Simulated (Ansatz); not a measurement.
This script for Ansatz's Python interface starts 6 runs on BH6N2P, SMILES NB(N)P. What input does the engine get in each?

`run_field.py`
```python
"""Response of BH6N2P to a pair of distant point charges."""

import warnings

import ansatz as az
from ase import Atoms
import numpy as np

params = {
    "basis": "def2-SVPD",
    "xc": "b3lyp",
    "dispersion": "d3bj",
}

warnings.simplefilter("ignore", az.DeckWarning)

atoms = Atoms(["N", "B", "N", "P", "H", "H", "H", "H", "H", "H"], positions=[
    [-0.084, 1.1952, 0.5562],
    [-0.1716, -0.2304, 0.023],
    [-1.5245, -0.9153, -0.096],
    [1.4269, -1.1919, -0.4835],
    [0.9183, 1.4885, 0.5388],
    [-0.59, 1.8066, -0.1229],
    [-1.9613, -0.8998, 0.8528],
    [-2.1172, -0.3216, -0.7184],
    [1.9565, -0.096, -1.2767],
    [2.147, -0.8355, 0.7269],
])
bh6n2p = az.Crystal.molecule_from_ase(atoms)

job = (
    bh6n2p.calculation()
    .basis(gaussian=params["basis"])
    .functional(params["xc"], dispersion=params["dispersion"])
    .forces()  # minus the gradient of the free energy
)
# charges +q and -q at -R and +R make a nearly even field 2 k q / R^2 at the centre
centre = np.mean([site.position_ang for site in bh6n2p.cartesian_sites], axis=0)
field = 2 * 14.399645 * 3.0 / 40.0 ** 2


def dipole(axis, sign):
    arm = 40.0 * np.eye(3)[axis]
    pair = [{"charge": sign * 3.0, "position_ang": (centre - arm).tolist()}, {"charge": -sign * 3.0, "position_ang": (centre + arm).tolist()}]
    deck = job.input().set(az.key.basis.gaussian.point_charges, pair)
    return np.array(az.Session.from_dict(deck).plan().execute().report["charge_distribution"]["dipole_moment_e_ang"])


print(f"field {field:.4f} V/A")
alpha = np.array([(dipole(axis, 1) - dipole(axis, -1)) / (2 * field) * 14.399645 for axis in range(3)])
print("polarisability tensor (A^3)")
print(np.array2string(alpha, precision=3, suppress_small=True))
print(f"mean {np.trace(alpha) / 3:.3f} A^3 = {np.trace(alpha) / 3 / 0.14818471:.2f} bohr^3")
```

Run 1:
```yaml
crystal:
  periodic: [false, false, false]
  atoms:
    - { symbol: "N", position_ang: [-0.084, 1.1952, 0.5562] }
    - { symbol: B, position_ang: [-0.1716, -0.2304, 0.023] }
    - { symbol: "N", position_ang: [-1.5245, -0.9153, -0.096] }
    - { symbol: P, position_ang: [1.4269, -1.1919, -0.4835] }
    - { symbol: H, position_ang: [0.9183, 1.4885, 0.5388] }
    - { symbol: H, position_ang: [-0.59, 1.8066, -0.1229] }
    - { symbol: H, position_ang: [-1.9613, -0.8998, 0.8528] }
    - { symbol: H, position_ang: [-2.1172, -0.3216, -0.7184] }
    - { symbol: H, position_ang: [1.9565, -0.096, -1.2767] }
    - { symbol: H, position_ang: [2.147, -0.8355, 0.7269] }
basis:
  gaussian:
    orbitals: def2-SVPD
    point_charges:
      - { charge: 3.0, position_ang: [-39.99999, -1.999999999996449e-05, 1.9999999999997796e-05] }
      - { charge: -3.0, position_ang: [40.00001, -1.999999999996449e-05, 1.9999999999997796e-05] }
hamiltonian:
  xc: b3lyp
  dispersion: d3bj
output:
  forces: true
```

Run 2, against run 1:
```diff
-      - { charge: 3.0, position_ang: [-39.99999, -1.999999999996449e-05, 1.9999999999997796e-05] }
-      - { charge: -3.0, position_ang: [40.00001, -1.999999999996449e-05, 1.9999999999997796e-05] }
+      - { charge: -3.0, position_ang: [-39.99999, -1.999999999996449e-05, 1.9999999999997796e-05] }
+      - { charge: 3.0, position_ang: [40.00001, -1.999999999996449e-05, 1.9999999999997796e-05] }
```

Run 3, against run 1:
```diff
-      - { charge: 3.0, position_ang: [-39.99999, -1.999999999996449e-05, 1.9999999999997796e-05] }
-      - { charge: -3.0, position_ang: [40.00001, -1.999999999996449e-05, 1.9999999999997796e-05] }
+      - { charge: 3.0, position_ang: [1.0000000000021104e-05, -40.00002, 1.9999999999997796e-05] }
+      - { charge: -3.0, position_ang: [1.0000000000021104e-05, 39.99998, 1.9999999999997796e-05] }
```

Run 4, against run 1:
```diff
-      - { charge: 3.0, position_ang: [-39.99999, -1.999999999996449e-05, 1.9999999999997796e-05] }
-      - { charge: -3.0, position_ang: [40.00001, -1.999999999996449e-05, 1.9999999999997796e-05] }
+      - { charge: -3.0, position_ang: [1.0000000000021104e-05, -40.00002, 1.9999999999997796e-05] }
+      - { charge: 3.0, position_ang: [1.0000000000021104e-05, 39.99998, 1.9999999999997796e-05] }
```

Run 5, against run 1:
```diff
-      - { charge: 3.0, position_ang: [-39.99999, -1.999999999996449e-05, 1.9999999999997796e-05] }
-      - { charge: -3.0, position_ang: [40.00001, -1.999999999996449e-05, 1.9999999999997796e-05] }
+      - { charge: 3.0, position_ang: [1.0000000000021104e-05, -1.999999999996449e-05, -39.99998] }
+      - { charge: -3.0, position_ang: [1.0000000000021104e-05, -1.999999999996449e-05, 40.00002] }
```

Run 6, against run 1:
```diff
-      - { charge: 3.0, position_ang: [-39.99999, -1.999999999996449e-05, 1.9999999999997796e-05] }
-      - { charge: -3.0, position_ang: [40.00001, -1.999999999996449e-05, 1.9999999999997796e-05] }
+      - { charge: -3.0, position_ang: [1.0000000000021104e-05, -1.999999999996449e-05, -39.99998] }
+      - { charge: 3.0, position_ang: [1.0000000000021104e-05, -1.999999999996449e-05, 40.00002] }
```

Running `python run_field.py` prints:
```text
field 0.0540 V/A
polarisability tensor (A^3)
[[10.138 -0.465 -0.334]
 [-0.466  9.658  0.602]
 [-0.335  0.599  7.969]]
mean 9.255 A^3 = 62.46 bohr^3
```

Caveats:
- These settings explore the input space; basis and method may be short of convergence.
- The geometry is a force-field or estimated start, not a minimum of this method, and the basis set is short of its limit. The field of two point charges is only nearly even.
- b3lyp holds the VWN-RPA fit, as in Gaussian; the form of ORCA and Turbomole is b3lyp5.
- Timing: 27 s on 1 thread of Arm Neoverse V2, with other jobs on the host, peak memory 0.33 GiB.

(Lines on the test bed's own set-up are left out of the output.)
